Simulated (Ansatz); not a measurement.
# Cs2NaGaBr6: the cost of one run

Method: DFT r2SCAN, scalar-relativistic, plane waves, PAW, in Ansatz 0.2.0.

## Step 1: The system as given

It takes space group Fm-3m (No. 225, cubic). Conventional cell: a = 11.151 Å, b = 11.151 Å, c = 11.151 Å, α = 90.00°, β = 90.00°, γ = 90.00°. Cs (site symmetry -43m) is surrounded by 12 Br at 3.95 Å. Around Na (site symmetry m-3m) lie 6 Br at 2.99 Å. Ga (site symmetry m-3m) is surrounded by 6 Br at 2.59 Å. Around Br (site symmetry 4mm) lie 1 Ga at 2.59 Å and 1 Na at 2.99 Å.

Structure file:

```
Cs Na Ga Br
1.0
     0.00000    5.57528    5.57528
     5.57528    0.00000    5.57528
     5.57528    5.57528    0.00000
Cs Na Ga Br
2 1 1 6
Cartesian
  8.3629 8.3629 8.3629
  2.7876 2.7876 2.7876
  5.5753 5.5753 5.5753
  0.0000 0.0000 0.0000
  2.5865 5.5753 5.5753
  5.5753 5.5753 2.5865
  8.5641 5.5753 5.5753
  5.5753 2.5865 5.5753
  5.5753 8.5641 5.5753
  5.5753 5.5753 8.5641
```

The structure comes from the Materials Project (structure only).

## Step 2: Self-consistent density

Contents of input.yaml:

```yaml
crystal:
  lattice:
    - [0.0, 5.575277, 5.575277]
    - [5.575277, 0.0, 5.575277]
    - [5.575277, 5.575277, 0.0]
  atoms:
    - { symbol: Cs, position: [0.75, 0.75, 0.75] }
    - { symbol: Cs, position: [0.25, 0.25, 0.25] }
    - { symbol: Na, position: [0.5, 0.5, 0.5] }
    - { symbol: Ga, position: [0.0, 0.0, 0.0] }
    - { symbol: Br, position: [0.768041, 0.231959, 0.231959] }
    - { symbol: Br, position: [0.231959, 0.231959, 0.768041] }
    - { symbol: Br, position: [0.231959, 0.768041, 0.768041] }
    - { symbol: Br, position: [0.231959, 0.768041, 0.231959] }
    - { symbol: Br, position: [0.768041, 0.231959, 0.768041] }
    - { symbol: Br, position: [0.768041, 0.768041, 0.231959] }
basis:
  ecutwfc: 500
  fft_grid_basis: typed
kpoints:
  mp_grid: { grid: [4, 4, 4] }
hamiltonian:
  xc: r2scan
  pseudopotentials: { kind: paw }
scf:
  occupations: { method: gaussian, width: 0.05 }
output:
  forces: true
  stress: true
  eigenvalues: true
  bader: true
  write_density: true
  volumetric_format: npy
  elf: true
```

Run with:

```console
> ansatz run input.yaml --threads 2 --pin off --max-ram 4096MiB --backend cpu --events-out ev --progress --plain --runs-dir out
```

What time and memory should one allow on 2 threads of Arm Neoverse N1, shared host?

About 72 s, with a peak of 1.6 GiB.
